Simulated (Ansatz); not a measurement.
**Ge₂H₄O: a ladder of functionals and wavefunction methods**

The task here is to estimate one member of a computed series from the others.

The runs use Ansatz 0.2.0, Gaussian basis; functionals in def2-TZVPP, the program's frozen cores in correlated methods.

Levels to be run: LDA (SPW92), PBE-D4, revPBE-D4, BLYP-D4, r2SCAN-D4, B97M-V, PBE0-D4, B3LYP-D4, r2SCANh-D4, r2SCAN0-D4, HSE06-D4, BHLYP-D4, CAM-B3LYP-D4, LC-ωPBE, ωB97X-V, ωB97M-V, B2PLYP, PBE-QIDH; CCSD(T)/def2-SVP; CCSD(T)/def2-TZVPP; MP2/def2-QZVPP; extrapolation to the limit; RPA on PBE.

### The geometry

The geometry comes from an earlier relaxation with PBE0-D4 in a triple-zeta def2 set; it is a stationary point, not always the lowest conformer.

SMILES `[O]1[GeH2][GeH2]1`, 7 atoms, charge 0, spin multiplicity 1.

Atoms are counted from 1 here; the program's logs count them from 0.

Bond lengths: O1–Ge2 1.833 Å, O1–Ge3 1.833 Å, Ge2–Ge3 2.310 Å, Ge2–H4 1.535 Å, Ge2–H5 1.535 Å, Ge3–H6 1.535 Å, Ge3–H7 1.535 Å. Angles: Ge2–O1–Ge3 78.1°, O1–Ge2–Ge3 50.9°, O1–Ge2–H4 112.5°, O1–Ge2–H5 112.5°, Ge3–Ge2–H4 123.4°, Ge3–Ge2–H5 123.4°, H4–Ge2–H5 113.0°, O1–Ge3–Ge2 50.9°, O1–Ge3–H6 112.5°, O1–Ge3–H7 112.5°, Ge2–Ge3–H6 123.4°, Ge2–Ge3–H7 123.4°, H6–Ge3–H7 113.0°.

Geometry (Å):

| atom | x (Å) | y (Å) | z (Å) |
| --- | --- | --- | --- |
| O1 | -0.72557 | -0.61953 | 0.81723 |
| Ge2 | -0.69288 | -0.08430 | -0.93536 |
| Ge3 | 0.89915 | 0.22188 | 0.71050 |
| H4 | -0.68077 | -1.26853 | -1.91178 |
| H5 | -1.78486 | 0.94549 | -1.25636 |
| H6 | 0.97142 | 1.47558 | 1.59308 |
| H7 | 2.07481 | -0.73859 | 0.93698 |

Set-up of the first run:

File in.yaml:

```yaml
crystal:
  periodic: [false, false, false]
  atoms:
    - {symbol: O, position_ang: [-0.725575, -0.619532, 0.817232]}
    - {symbol: Ge, position_ang: [-0.692876, -0.084296, -0.935355]}
    - {symbol: Ge, position_ang: [0.899152, 0.221882, 0.710501]}
    - {symbol: H, position_ang: [-0.680771, -1.268535, -1.911782]}
    - {symbol: H, position_ang: [-1.784858, 0.945492, -1.256365]}
    - {symbol: H, position_ang: [0.971419, 1.475581, 1.593083]}
    - {symbol: H, position_ang: [2.074809, -0.738593, 0.936984]}
basis:
  gaussian: {orbitals: def2-TZVPP}
hamiltonian: {xc: lda}
output: {orbitals: {seedname: orbitals}}
```

Launch:

```sh
ansatz run in.yaml --threads 2 --pin off --events-out ev --progress --plain --max-ram 4352MiB
```

Steps of the session up to this table: LDA; PBE-D4 (GGA); revPBE-D4 (GGA); BLYP-D4 (GGA); r2SCAN-D4 (meta-GGA); B97M-V (meta-GGA); B3LYP-D4 (hybrid); r2SCANh-D4 (hybrid); r2SCAN0-D4 (hybrid); HSE06-D4 (hybrid); BHLYP-D4 (hybrid); CAM-B3LYP-D4 (range-separated); LC-ωPBE (range-separated); ωB97X-V (range-separated); ωB97M-V (range-separated); B2PLYP (double hybrid); PBE-QIDH (double hybrid).

One of the session's tables, all rows but one given; the rest of the session is left out.

It belongs to the step «Frontier levels by functional». 

```
  functional  HOMO (eV)  gap (eV)
 LDA (SPW92)      -6.02      3.82
      PBE-D4      -5.86      3.88
   revPBE-D4      -5.80      3.91
     BLYP-D4      -5.71      3.79
   r2SCAN-D4      -6.09      4.28
      B97M-V      -6.11      4.31
     PBE0-D4      -6.90      5.73
    B3LYP-D4      -6.71      5.27
  r2SCANh-D4      -6.48      4.96
  r2SCAN0-D4      -7.06      5.97
    HSE06-D4          ?         ?
    BHLYP-D4      -7.84      7.50
CAM-B3LYP-D4      -8.13      7.90
     LC-ωPBE      -9.36     10.28
     ωB97X-V      -9.06      9.88
     ωB97M-V      -8.93      9.54
```

Q: Estimate the row for HSE06-D4 from the others.

As computed: HOMO (eV): -6.51; gap (eV): 4.97. In the column «HOMO (eV)» it lies between B3LYP-D4 (-6.71) and r2SCANh-D4 (-6.48).
